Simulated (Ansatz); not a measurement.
I need a ladder of methods at one geometry of Cl2H3N2Si, SMILES [NH][Si](N)(Cl)Cl. Use Ansatz 0.2.0 through its Python package. Level of theory (for the species named): CAM-B3LYP, cc-pVDZ basis, multiplicity 2. The script varies functional: cam_b3lyp, lc_wpbe, r2scan0, b3lyp, r2scan.

Contents of `cl2h3n2si.xyz`:
```text
8

N    -0.35990    0.94080    1.00000
Si   -0.17210    0.26690   -0.57110
N     0.10450   -1.26480    0.05090
Cl   -1.73240    0.29930   -1.76120
Cl    1.42760    1.00520   -1.58910
H     0.51350    1.12870    1.41480
H    -0.62980   -1.36480    0.69860
H     0.94070   -1.06840    0.70140
```

`methods.py`
```python
"""One geometry of Cl2H3N2Si, method by method."""

from pathlib import Path
import warnings

import ansatz as az
import numpy as np

warnings.simplefilter("ignore", az.DeckWarning)

mol = az.Crystal.molecule_from_extxyz("cl2h3n2si.xyz")

job = mol.calculation().basis(gaussian="cc-pVDZ").spin("collinear", total=1).accuracy("high")

print("functional    E (Ha)        dipole (D)   HOMO (eV)  LUMO (eV)")
for name in ["cam_b3lyp", "lc_wpbe", "r2scan0", "b3lyp", "r2scan"]:
    report = job.functional(name).forces().orbitals().run(runs_dir="runs").report
    lines = Path(report["orbitals_path"]).read_text().splitlines()
    field_of = lambda key: [line.split("=")[1].strip() for line in lines if line.startswith(key)]
    orbitals = [(27.211386 * float(e), s, float(n)) for e, s, n in zip(field_of("Ene="), field_of("Spin="), field_of("Occup="))]
    homo = max(e for e, _, n in orbitals if n > 0.5)
    lumo = min(e for e, _, n in orbitals if n < 0.5)
    dipole = 4.803205 * np.linalg.norm(report["charge_distribution"]["dipole_moment_e_ang"])
    print(f"{name:10s} {report['free_energy_ev'] / 27.211386246:14.6f} {dipole:9.3f} {homo:11.3f} {lumo:10.3f}")
```

```console
$ python methods.py
functional    E (Ha)        dipole (D)   HOMO (eV)  LUMO (eV)
cam_b3lyp    -1321.242810     1.940      -9.227     -1.878
lc_wpbe      -1320.847103     2.055     -10.714     -0.563
r2scan0      -1321.107074     2.012      -8.152     -2.638
b3lyp        -1321.304883     1.912      -7.481     -3.368
r2scan       -1321.128601     2.017      -6.677     -3.810
```

Caveats:
- These settings explore the input space; basis and method may be short of convergence.
- The geometry is a force-field or estimated start, not a minimum of this method, and the basis set is short of its limit. A lower total doesn't mark the better method: functionals have no common bound, and MP2 and coupled cluster aren't variational.
- The species is open-shell (spin multiplicity 2).
- b3lyp holds the VWN-RPA fit, as in Gaussian; the form of ORCA and Turbomole is b3lyp5.
- Levels such as HOMO and LUMO are orbital energies: with these approximate functionals they aren't the ionisation energy and electron affinity, and their gap isn't the fundamental gap.
- For Al to Cl the sets with a tight d function, cc-pV(X+d)Z, are usual.
- Hardware and time: 98 s on 1 thread of Intel(R) Xeon(R) 6975P-C (Granite Rapids) (shared host), peak memory 0.84 GiB.

(Lines on the test bed's own set-up are left out of the output.)
